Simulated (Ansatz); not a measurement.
# WC: energy landscapes

The task, for WC: get the zone-centre phonons and trace the energy along mode 4.

Program: Ansatz 0.2.0. Level of theory: DFT r2SCAN, scalar-relativistic, plane waves, PAW. These are calculated values, not measurements.

1 further run of the same task is left out (set aside as unsound or not needed).

### 1 The structure to begin with

Symmetry: Fm-3m, No. 225, cubic system. The conventional cell has a = 4.365 Å, b = 4.365 Å, c = 4.365 Å, α = 90.00°, β = 90.00°, γ = 90.00°. W (site symmetry m-3m) has 6 C at 2.18 Å as nearest neighbours. Around C (site symmetry m-3m) lie 6 W at 2.18 Å.

Coordinates:

```
W C
1.0
     0.00000    2.18242    2.18242
     2.18242    0.00000    2.18242
     2.18242    2.18242    0.00000
W C
1 1
Direct
  0.00000 0.00000 0.00000
  0.50000 0.50000 0.50000
```

It goes back to an entry of the Materials Project, which need not be the stable form.

It is the result of an earlier relaxation at this level (volume 10.39 Å³/atom; gap on the mesh: none (metal)).

### 2 The undisturbed cell

The input, input.yaml:

```yaml
crystal:
  lattice:
    - [0.0, 2.1824154782, 2.1824154782]
    - [2.1824154782, 0.0, 2.1824154782]
    - [2.1824154782, 2.1824154782, 0.0]
  atoms:
    - { symbol: W, position: [0.0, 0.0, 0.0] }
    - { symbol: C, position: [0.5, 0.5, 0.5] }
basis:
  ecutwfc: 500
kpoints:
  mp_grid: { grid: [24, 24, 24] }
hamiltonian:
  xc: r2scan
scf:
  occupations: { method: gaussian, width: 0.15 }
output:
  forces: true
  stress: true
  eigenvalues: true
```

Launch:

```bash
ansatz run input.yaml --threads 2 --pin off --max-ram 5120MiB --backend cpu --events-out ev --progress --plain --runs-dir out
```

Standard output (excerpt; [...] marks lines left out):

```text
Warning: RAYON_NUM_THREADS=2 ignored (pool sized by the plan → 2); use --threads N
[...]
Pseudopotentials: kind: paw
Pseudopotential: W, paw, valence charge 14, recommended cutoff 500 eV (meta_gga), W.paw.azcp
Pseudopotential: C, paw, valence charge 4, recommended cutoff 500 eV (meta_gga), C.paw.azcp
Functional definition: r2SCAN
[...]
Crystal: 2 atoms, lattice volume = 20.789 Å³
Basis set: ecut = 500 eV, 531 PW (Γ), exchange–correlation on 96×96×96 points (64 copies of the dense FFT grid, shifted against one another)
Bands: 13, of which v1, the nominal top of the filled ones, is band 9 counted from 1 (8 counted from 0)
Symmetry: 48 space group operations
Space group: Fm-3m (ITA 225), of the structure as read, at distance tolerance 2.7e-5 Å
k-points: 413 of 13824
[...]
SCF iter   1: F=—  HF=-10648.280153 eV  |F-HF|=—  |Δ(HF+E_count)|=         —  Δρ=6.52e-3  dr2=3.29e-3  dr2_τ=1.84e-1  ethr=1.77e-3  ⟨swp⟩=5.0  Hψ=66371  notcnv=0  defer=365
[...]
SCF iter   7: F=-10648.341766 eV  HF=-10648.341766 eV  |F-HF|=8.21e-9  |Δ(HF+E_count)|=   2.04e-7  Δρ=2.06e-5  dr2=9.74e-8  dr2_τ=3.90e-9  ethr=5.56e-10  ⟨swp⟩=9.3  Hψ=34041  notcnv=0
[...]
SCF converged after 7 iterations
Free energy (F): -10648.341766 eV
[...]
E sigma→0 (E₀):  -10648.336638 eV
Entropy (-TS):   -0.010255 eV (-5.127 meV/atom)
Fermi energy:    22.125752 eV
[...]
--- Forces (eV/Å), atoms counted from 1 ---
  atom   1  W     -0.00000000     0.00000000    -0.00000000
  atom   2  C      0.00000000    -0.00000000    -0.00000000
[...]
--- Stress (GPa, compression-positive) ---
        0.006147       0.000000      -0.000000
       -0.000000       0.006147       0.000000
        0.000000      -0.000000       0.006147
  P = ⅓ Tr σ = 0.0061 GPa (0.061 kbar)
--- Band table (eV; the first three rows and the last of 413) ---
  k-point 0: bands = ["-55.2575", "-18.6318", "-18.6318", "-18.6318", "5.2909", "19.2159", "19.2159", "19.2159", "20.9358", "20.9358", "20.9358", "21.1080", "21.1080", "29.2414", "32.6281", "46.1027", "46.1027"]
[...]
```

Run time: 13 s. Hardware: 2 threads of Intel Xeon Platinum 8259CL at 2.50GHz (Skylake/Cascade Lake), shared host; peak memory 0.55 GiB.

Reference values: F = -10648.3418 eV; pressure 0.01 GPa; largest force 0.000 eV/Å; gap on the mesh none (metal).

### 3 Normal modes

input.yaml: that of step 2 with these lines changed.

```diff
@@ -17,4 +17,8 @@
 output:
-  forces: true
-  stress: true
   eigenvalues: true
+phonons:
+  method: fd
+  supercell: [1, 1, 1]
+  amplitude: 0.02
+  eigenvectors: true
+  dielectric: false
```

Launch:

```bash
ansatz run input.yaml --threads 2 --pin off --max-ram 5120MiB --backend cpu --events-out ev --progress --plain --runs-dir out
```

Standard output (excerpt; [...] marks lines left out):

```text
Warning: RAYON_NUM_THREADS=2 ignored (pool sized by the plan → 2); use --threads N
[...]
Pseudopotentials: kind: paw
Pseudopotential: W, paw, valence charge 14, recommended cutoff 500 eV (meta_gga), W.paw.azcp
Pseudopotential: C, paw, valence charge 4, recommended cutoff 500 eV (meta_gga), C.paw.azcp
Functional definition: r2SCAN
[...]
Crystal: 2 atoms, lattice volume = 20.789 Å³
Basis set: ecut = 500 eV, 531 PW (Γ), exchange–correlation on 120×120×120 points (125 copies of the dense FFT grid, shifted against one another)
Bands: 13, of which v1, the nominal top of the filled ones, is band 9 counted from 1 (8 counted from 0)
Symmetry: 48 space group operations
k-points: 413 of 13824
[...]
SCF iter   1: F=—  HF=-10648.280152 eV  |F-HF|=—  |Δ(HF+E_count)|=         —  Δρ=6.52e-3  dr2=3.29e-3  dr2_τ=1.84e-1  ethr=1.77e-3  ⟨swp⟩=5.0  Hψ=66371  notcnv=0  defer=365
[...]
  atom   2  C      0.00000000    -0.00000000     0.00000000
[...]
--- Band table (eV; the first three rows and the last of 413) ---
  k-point 0: bands = ["-55.2576", "-18.6318", "-18.6318", "-18.6318", "5.2911", "19.2158", "19.2158", "19.2158", "20.9360", "20.9360", "20.9360", "21.1080", "21.1080", "29.2418", "32.6286", "46.1026", "46.1026"]
[...]
--- Phonons: 2 displaced members + reference (amplitude 0.02 Å, Σ member SCF iterations 16) ---
  symmetry images taken by strict's conditions (phonons.symmetry_images: auto; settled by no image being taken that strict refuses)
  ASR residual: 3.212e-5 → 0.000e0 eV/Å²; symmetrization residual: 3.630e-5 eV/Å²
  largest component of a force at the reference: 8.9e-30 eV/Å
  ASR residual per site (eV/Å²): 3.21e-5 1.56e-5
  Γ frequencies (cm⁻¹): 0.00 0.00 0.00 381.21 381.21 381.21
  density of states and harmonic sums: on the 24×24×24 q-mesh, interpolated from the force constants of a 1×1×1 supercell (no non-analytic term)
  largest difference from the sums on the solved wave vectors: F 5.55e-1 eV, S 8.13e-4 and C_V 2.58e-4 eV/K
[...]
```

Wall time 1.7 min (2 threads of Intel Xeon Platinum 8259CL at 2.50GHz (Skylake/Cascade Lake), shared host); peak memory 1 GiB.

The modes, lowest first (cm⁻¹, without the LO–TO term): 1: 0, 2: 0, 3: 0, 4: 381, 5: 381, 6: 381. Three modes near zero are the rigid translations.

### 4 The scan: a frozen normal mode

Mode 4 of the phonon run on this cell, counted from the lowest, is frozen in: each atom moves by x times its row below, so x is the largest displacement.

```
atom      ux      uy     uz
  W1  -0.046  -0.046  0.000
  C2   0.707   0.707  0.000
```

### 5 Point x = -0.120 Å

The input, input.yaml:

```yaml
crystal:
  lattice:
    - [0.0, 2.1824154782, 2.1824154782]
    - [2.1824154782, 0.0, 2.1824154782]
    - [2.1824154782, 2.1824154782, 0.0]
  atoms:
    - { symbol: W, position: [0.0, 0.0, 0.0025402003] }
    - { symbol: C, position: [0.5, 0.5, 0.4611197709] }
basis:
  ecutwfc: 500
kpoints:
  mp_grid: { grid: [24, 24, 24] }
hamiltonian:
  xc: r2scan
scf:
  occupations: { method: gaussian, width: 0.15 }
output:
  forces: true
  stress: true
  eigenvalues: true
```

Launch:

```bash
ansatz run input.yaml --threads 2 --pin off --max-ram 5120MiB --backend cpu --events-out ev --progress --plain --runs-dir out
```

Standard output (excerpt; [...] marks lines left out):

```text
Warning: RAYON_NUM_THREADS=2 ignored (pool sized by the plan → 2); use --threads N
[...]
Pseudopotentials: kind: paw
Pseudopotential: W, paw, valence charge 14, recommended cutoff 500 eV (meta_gga), W.paw.azcp
Pseudopotential: C, paw, valence charge 4, recommended cutoff 500 eV (meta_gga), C.paw.azcp
Functional definition: r2SCAN
[...]
Crystal: 2 atoms, lattice volume = 20.789 Å³
Basis set: ecut = 500 eV, 531 PW (Γ), exchange–correlation on 96×96×96 points (64 copies of the dense FFT grid, shifted against one another)
Bands: 13, of which v1, the nominal top of the filled ones, is band 9 counted from 1 (8 counted from 0)
Symmetry: 4 space group operations
Space group: Imm2 (ITA 44), of the structure as read, at distance tolerance 2.7e-5 Å
k-points: 1963 of 13824 (time reversal used)
[...]
SCF iter   1: F=—  HF=-10648.228241 eV  |F-HF|=—  |Δ(HF+E_count)|=         —  Δρ=6.79e-3  dr2=3.43e-3  dr2_τ=1.89e-1  ethr=1.77e-3  ⟨swp⟩=5.0  Hψ=317414  notcnv=0  defer=1803
[...]
SCF iter   7: F=-10648.289292 eV  HF=-10648.289292 eV  |F-HF|=2.39e-9  |Δ(HF+E_count)|=   1.01e-7  Δρ=7.45e-6  dr2=4.95e-9  dr2_τ=1.11e-9  ethr=5.56e-10  ⟨swp⟩=9.6  Hψ=165148  notcnv=0
[...]
SCF converged after 7 iterations
Free energy (F): -10648.289292 eV
[...]
E sigma→0 (E₀):  -10648.284104 eV
Entropy (-TS):   -0.010375 eV (-5.187 meV/atom)
Fermi energy:    22.085785 eV
[...]
--- Forces (eV/Å), atoms counted from 1 ---
  atom   1  W     -0.62225268    -0.62225268     0.00000000
  atom   2  C      0.62227996     0.62227996     0.00000000
[...]
--- Stress (GPa, compression-positive) ---
        4.163599      -0.560050      -0.000000
       -0.560050       4.163599      -0.000000
       -0.000000       0.000000      -0.291942
  P = ⅓ Tr σ = 2.6784 GPa (26.784 kbar)
--- Band table (eV; the first three rows and the last of 1963) ---
  k-point 0: bands = ["-55.2376", "-18.6236", "-18.6230", "-18.6147", "5.3009", "18.7560", "18.8065", "19.2149", "19.8119", "20.6511", "21.4292", "22.0029", "22.3288", "29.1602", "32.5494", "45.9276", "45.9304"]
[...]
```

Wall time 1.7 min (2 threads of Intel Xeon Platinum 8259CL at 2.50GHz (Skylake/Cascade Lake), shared host); peak memory 1.3 GiB.

### 6 x = 0.090 Å

input.yaml: that of step 5 with these lines changed.

```diff
@@ -6,4 +6,4 @@
   atoms:
-    - { symbol: W, position: [0.0, 0.0, 0.0025402003] }
-    - { symbol: C, position: [0.5, 0.5, 0.4611197709] }
+    - { symbol: W, position: [0.0, 0.0, -0.0019051503] }
+    - { symbol: C, position: [0.5, 0.5, 0.5291601718] }
 basis:
```

Launch:

```bash
ansatz run input.yaml --threads 2 --pin off --max-ram 5120MiB --backend cpu --events-out ev --progress --plain --runs-dir out
```

Standard output (excerpt; [...] marks lines left out):

```text
[...]
SCF converged after 7 iterations
Free energy (F): -10648.313227 eV
[...]
E sigma→0 (E₀):  -10648.308096 eV
Entropy (-TS):   -0.010263 eV (-5.132 meV/atom)
Fermi energy:    22.104105 eV
[...]
--- Forces (eV/Å), atoms counted from 1 ---
  atom   1  W      0.44005794     0.44005794     0.00000000
  atom   2  C     -0.44008612    -0.44008612     0.00000000
[...]
--- Stress (GPa, compression-positive) ---
        2.343927      -0.291468       0.000000
       -0.291468       2.343927       0.000000
       -0.000000       0.000000      -0.158464
  P = ⅓ Tr σ = 1.5098 GPa (15.098 kbar)
--- Band table (eV; the first three rows and the last of 1963) ---
  k-point 0: bands = ["-55.2463", "-18.6271", "-18.6268", "-18.6222", "5.2968", "18.9384", "18.9622", "19.2153", "20.1027", "20.6895", "21.2373", "21.7167", "21.9961", "29.1956", "32.5834", "46.0015", "46.0042"]
[...]
```

Run time: 1.7 min. Hardware: 2 threads of Intel Xeon Platinum 8259CL at 2.50GHz (Skylake/Cascade Lake), shared host; peak memory 1.3 GiB.

### 7 x = -0.060 Å

input.yaml: that of step 6 with these lines changed.

```diff
@@ -6,4 +6,4 @@
   atoms:
-    - { symbol: W, position: [0.0, 0.0, -0.0019051503] }
-    - { symbol: C, position: [0.5, 0.5, 0.5291601718] }
+    - { symbol: W, position: [0.0, 0.0, 0.0012701002] }
+    - { symbol: C, position: [0.5, 0.5, 0.4805598855] }
 basis:
```

Launch:

```bash
ansatz run input.yaml --threads 2 --pin off --max-ram 5120MiB --backend cpu --events-out ev --progress --plain --runs-dir out
```

Standard output (excerpt; [...] marks lines left out):

```text
Warning: RAYON_NUM_THREADS=2 ignored (pool sized by the plan → 2); use --threads N
[...]
Pseudopotentials: kind: paw
Pseudopotential: W, paw, valence charge 14, recommended cutoff 500 eV (meta_gga), W.paw.azcp
Pseudopotential: C, paw, valence charge 4, recommended cutoff 500 eV (meta_gga), C.paw.azcp
Functional definition: r2SCAN
[...]
Crystal: 2 atoms, lattice volume = 20.789 Å³
Basis set: ecut = 500 eV, 531 PW (Γ), exchange–correlation on 96×96×96 points (64 copies of the dense FFT grid, shifted against one another)
Bands: 13, of which v1, the nominal top of the filled ones, is band 9 counted from 1 (8 counted from 0)
Symmetry: 4 space group operations
Space group: Imm2 (ITA 44), of the structure as read, at distance tolerance 2.7e-5 Å
k-points: 1963 of 13824 (time reversal used)
[...]
SCF iter   1: F=—  HF=-10648.267918 eV  |F-HF|=—  |Δ(HF+E_count)|=         —  Δρ=6.58e-3  dr2=3.30e-3  dr2_τ=1.85e-1  ethr=1.77e-3  ⟨swp⟩=5.0  Hψ=316279  notcnv=0  defer=1776
[...]
SCF iter   7: F=-10648.329369 eV  HF=-10648.329369 eV  |F-HF|=1.14e-8  |Δ(HF+E_count)|=   2.97e-7  Δρ=1.58e-5  dr2=4.71e-8  dr2_τ=3.73e-9  ethr=5.56e-10  ⟨swp⟩=9.5  Hψ=163485  notcnv=0
[...]
SCF converged after 7 iterations
Free energy (F): -10648.329369 eV
[...]
E sigma→0 (E₀):  -10648.324239 eV
Entropy (-TS):   -0.010259 eV (-5.130 meV/atom)
Fermi energy:    22.117092 eV
[...]
--- Forces (eV/Å), atoms counted from 1 ---
  atom   1  W     -0.27798475    -0.27798475     0.00000000
  atom   2  C      0.27797811     0.27797811     0.00000000
[...]
--- Stress (GPa, compression-positive) ---
        1.039280      -0.121304      -0.000000
       -0.121304       1.039280       0.000000
        0.000000       0.000000      -0.045135
  P = ⅓ Tr σ = 0.6778 GPa (6.778 kbar)
--- Band table (eV; the first three rows and the last of 1963) ---
  k-point 0: bands = ["-55.2524", "-18.6295", "-18.6295", "-18.6273", "5.2934", "19.0852", "19.0932", "19.2157", "20.3992", "20.7550", "21.0797", "21.4572", "21.6690", "29.2207", "32.6078", "46.0568", "46.0585"]
[...]
```

It took 1.7 min on 2 threads of Intel Xeon Platinum 8259CL at 2.50GHz (Skylake/Cascade Lake), shared host; peak memory 1.3 GiB.

### 8 At x = 0.030 Å

input.yaml: that of step 7 with these lines changed.

```diff
@@ -6,4 +6,4 @@
   atoms:
-    - { symbol: W, position: [0.0, 0.0, 0.0012701002] }
-    - { symbol: C, position: [0.5, 0.5, 0.4805598855] }
+    - { symbol: W, position: [0.0, 0.0, -0.0006350501] }
+    - { symbol: C, position: [0.5, 0.5, 0.5097200573] }
 basis:
```

Launch:

```bash
ansatz run input.yaml --threads 2 --pin off --max-ram 5120MiB --backend cpu --events-out ev --progress --plain --runs-dir out
```

Standard output (excerpt; [...] marks lines left out):

```text
Warning: RAYON_NUM_THREADS=2 ignored (pool sized by the plan → 2); use --threads N
[...]
Pseudopotentials: kind: paw
Pseudopotential: W, paw, valence charge 14, recommended cutoff 500 eV (meta_gga), W.paw.azcp
Pseudopotential: C, paw, valence charge 4, recommended cutoff 500 eV (meta_gga), C.paw.azcp
Functional definition: r2SCAN
[...]
Crystal: 2 atoms, lattice volume = 20.789 Å³
Basis set: ecut = 500 eV, 531 PW (Γ), exchange–correlation on 96×96×96 points (64 copies of the dense FFT grid, shifted against one another)
Bands: 13, of which v1, the nominal top of the filled ones, is band 9 counted from 1 (8 counted from 0)
Symmetry: 4 space group operations
Space group: Imm2 (ITA 44), of the structure as read, at distance tolerance 2.7e-5 Å
k-points: 1963 of 13824 (time reversal used)
[...]
SCF iter   1: F=—  HF=-10648.277125 eV  |F-HF|=—  |Δ(HF+E_count)|=         —  Δρ=6.53e-3  dr2=3.29e-3  dr2_τ=1.85e-1  ethr=1.77e-3  ⟨swp⟩=5.0  Hψ=315597  notcnv=0  defer=1771
[...]
SCF iter   8: F=-10648.338689 eV  HF=-10648.338689 eV  |F-HF|=2.50e-9  |Δ(HF+E_count)|=   4.84e-8  Δρ=1.02e-5  dr2=2.27e-8  dr2_τ=6.88e-10  ethr=5.56e-10  ⟨swp⟩=4.3  Hψ=95489  notcnv=0
[...]
SCF converged after 8 iterations
Free energy (F): -10648.338689 eV
[...]
E sigma→0 (E₀):  -10648.333542 eV
Entropy (-TS):   -0.010294 eV (-5.147 meV/atom)
Fermi energy:    22.123673 eV
[...]
--- Forces (eV/Å), atoms counted from 1 ---
  atom   1  W      0.13642036     0.13642036     0.00000000
  atom   2  C     -0.13641149    -0.13641149     0.00000000
[...]
--- Stress (GPa, compression-positive) ---
        0.263930      -0.029311      -0.000000
       -0.029311       0.263930       0.000000
       -0.000000       0.000000      -0.003772
  P = ⅓ Tr σ = 0.1747 GPa (1.747 kbar)
--- Band table (eV; the first three rows and the last of 1963) ---
  k-point 0: bands = ["-55.2562", "-18.6312", "-18.6312", "-18.6306", "5.2916", "19.1819", "19.1833", "19.2158", "20.6988", "20.8518", "20.9738", "21.2355", "21.3512", "29.2364", "32.6233", "46.0911", "46.0915"]
[...]
```

Wall time 1.9 min (2 threads of Intel Xeon Platinum 8259CL at 2.50GHz (Skylake/Cascade Lake), shared host); peak memory 1.3 GiB.

### 9 All points together

Collected from the runs (energy zero: the undisturbed cell):

```
 x (Å)  ΔE (meV/cell)  force along the mode (eV/Å)  pressure (GPa)
-0.120           52.5                        0.938             2.7
-0.060           12.4                        0.419             0.7
 0.000            0.0                        0.000             0.0
 0.030            3.1                       -0.206             0.2
 0.090           28.5                       -0.663             1.5
```

### 10 Outcome

```
                                                               quantity                 value
                                                                  modes  6 from 0 to 381 cm⁻¹
                   harmonic wavenumber of the mode (frozen normal mode)              381 cm⁻¹
the same from the force at an amplitude of 0.030 Å (frozen normal mode)              382 cm⁻¹
```

In words: Normal modes: the cell is stable against its own zone-centre modes, which says nothing of other wave vectors. Frozen normal mode: the force at the smallest amplitude gives 382 cm⁻¹ against 381 cm⁻¹ from the phonon run, so the curve is close to a parabola there. The undisturbed cell stays the lowest of the sampled points. Spin-orbit coupling is left out for W.
